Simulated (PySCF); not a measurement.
# A diatomic session: BiBr

An exercise on one series of results from a longer session: the logs are not shown, and one member is left open.

The runs use PySCF 2.14.0; Bi def2-SVP with ECP60, Br def2-SVP, scalar-relativistic core potentials.

The first run:

A driver script around PySCF takes these settings:

```
atoms                         : Bi, Br
charge                        : 0
basis                         : Bi def2-SVP with ECP60, Br def2-SVP
Hamiltonian                   : scalar-relativistic core potentials
basis functions               : 58
electrons treated             : 58
masses in u                   : 208.9804, 78.9183
levels                        : PBE0, PBE, r²SCAN, B97-3, MN15, PW91, HF, MP2, SCS-MP2, CCSD, CCSD(T)
grid                          : 80 radial by 434 angular points
occupations                   : held fixed by the projection of orbital angular momentum
dissociation limit            : Bi + Br, each in its ground configuration
starting distance in angstrom : 2.575
values of 2S to try           : 0, 2, 4
```

Launch:

```bash
OMP_NUM_THREADS=1 python dia.py task.json out
```

Among the steps run: Input; First curve: PBE0; Excited determinants; PBE; r²SCAN (meta-GGA); B97-3 (global hybrid GGA); MN15; PW91 (GGA); UHF; MP2 and coupled cluster.

One table of the session follows, with a row left open; its other results are not shown here.

It belongs to the step «Constants by level of theory». Differences from CCSD(T) in the same basis:

```
      level  Re (mÅ)  ωe (%)
        UHF        ?       ?
    UHF-MP2      -19    +4.1
UHF-SCS-MP2       -9    +2.6
   UHF-CCSD       -3    +0.6
        PBE      -13    +0.3
       PW91      -15    +0.6
     r²SCAN      -25    +2.6
       PBE0      -33    +3.8
      B97-3      -16    +1.5
       MN15      -41    +4.5
```

Estimate the missing values for UHF.

As computed: Re (mÅ): +2; ωe (%): +0.2. In the column «Re (mÅ)» it is the highest.
